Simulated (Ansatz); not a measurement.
I need a rigid scan of one bond length of BH₅N₂S, SMILES NB(N)S. Use the Python package of Ansatz (0.2.0). Use (for the species named): CAM-B3LYP, cc-pVDZ basis, multiplicity 1.

```yaml
atoms:
  - { symbol: N, position_ang: [0.4743, 1.2276, -0.6595] }
  - { symbol: B, position_ang: [0.0901, 0.0150, 0.1246] }
  - { symbol: N, position_ang: [0.5877, -1.3313, -0.3548] }
  - { symbol: S, position_ang: [-0.8959, 0.1463, 1.6772] }
  - { symbol: H, position_ang: [-0.0054, 1.1502, -1.6324] }
  - { symbol: H, position_ang: [-0.0536, 2.0960, -0.2153] }
  - { symbol: H, position_ang: [0.3408, -2.0516, 0.3540] }
  - { symbol: H, position_ang: [1.7013, -1.2703, -0.2966] }
  - { symbol: H, position_ang: [-2.1508, -0.0283, 0.9855] }
```

Script `scan.py`:
```python
"""Potential curve of BH5N2S along one bond."""

import ansatz
import matplotlib.pyplot as plt
import numpy as np

GEOMETRY = """
N     0.47430    1.22760   -0.65950
B     0.09010    0.01500    0.12460
N     0.58770   -1.33130   -0.35480
S    -0.89590    0.14630    1.67720
H    -0.00540    1.15020   -1.63240
H    -0.05360    2.09600   -0.21530
H     0.34080   -2.05160    0.35400
H     1.70130   -1.27030   -0.29660
H    -2.15080   -0.02830    0.98550
"""

molecule = ansatz.Crystal.molecule()
for line in GEOMETRY.strip().splitlines():
    symbol, *xyz = line.split()
    molecule = molecule.atom(symbol, [float(v) for v in xyz])

symbols = [site.symbol for site in molecule.cartesian_sites]
start = np.array([site.position_ang for site in molecule.cartesian_sites])
axis = (start[8] - start[3]) / np.linalg.norm(start[8] - start[3])
moving = [8]
lengths, energies = [1.27, 1.328, 1.386, 1.444, 1.501, 1.559, 1.617, 1.703], []
for length in lengths:
    xyz = start.copy()
    xyz[moving] += (length - np.linalg.norm(start[8] - start[3])) * axis
    point = ansatz.Crystal.molecule()
    for symbol, place in zip(symbols, xyz):
        point = point.atom(symbol, place.tolist())
    base = (
        point.calculation()
        .basis(gaussian="cc-pVDZ")
        .functional("cam_b3lyp")
    )
    report = base.run().report
    energies.append(report["free_energy_ev"])
    print(f"r = {length:6.3f} A  E = {energies[-1]:.5f} eV  <S^2> = {abs(report['mean_field']['state']['spin_squared']):.3f}")

# quartic fit about the minimum
fit = np.polynomial.Polynomial.fit(lengths, np.array(energies) - min(energies), 4).convert()
roots = [r.real for r in fit.deriv().roots() if abs(r.imag) < 1e-9 and fit.deriv(2)(r.real) > 0]
r_e = min(roots, key=lambda r: abs(r - lengths[int(np.argmin(energies))]))
print(f"minimum of the fit at {r_e:.4f} A, force constant {fit.deriv(2)(r_e):.2f} eV/A^2")
plt.figure(figsize=(4.5, 3))
plt.plot(lengths, np.array(energies) - min(energies), "o-")
plt.xlabel("bond length (A)")
plt.ylabel("E - E(min) (eV)")
plt.tight_layout()
plt.savefig("scan.png", dpi=100)
```

`python scan.py` gives:
```text
r =  1.270 A  E = -14573.32895 eV  <S^2> = 0.000
r =  1.328 A  E = -14573.42872 eV  <S^2> = 0.000
r =  1.386 A  E = -14573.42648 eV  <S^2> = 0.000
r =  1.444 A  E = -14573.34862 eV  <S^2> = 0.000
r =  1.501 A  E = -14573.21809 eV  <S^2> = 0.000
r =  1.559 A  E = -14573.04563 eV  <S^2> = 0.000
r =  1.617 A  E = -14572.84505 eV  <S^2> = 0.000
r =  1.703 A  E = -14572.51477 eV  <S^2> = 0.000
minimum of the fit at 1.3553 A, force constant 26.29 eV/A^2
```

Reading the output:
- Total energies depend on the basis set; only differences at equal settings carry meaning.
- The rest of the molecule is held rigid at a force-field or estimated start geometry, and the basis set is modest; single-reference methods fail as a bond breaks.
- The orbitals are restricted, so S² is zero by construction.
- Run time: 20 s on 1 thread of Intel(R) Xeon(R) Processor @ 2.30GHz (shared host), peak memory 0.32 GiB.
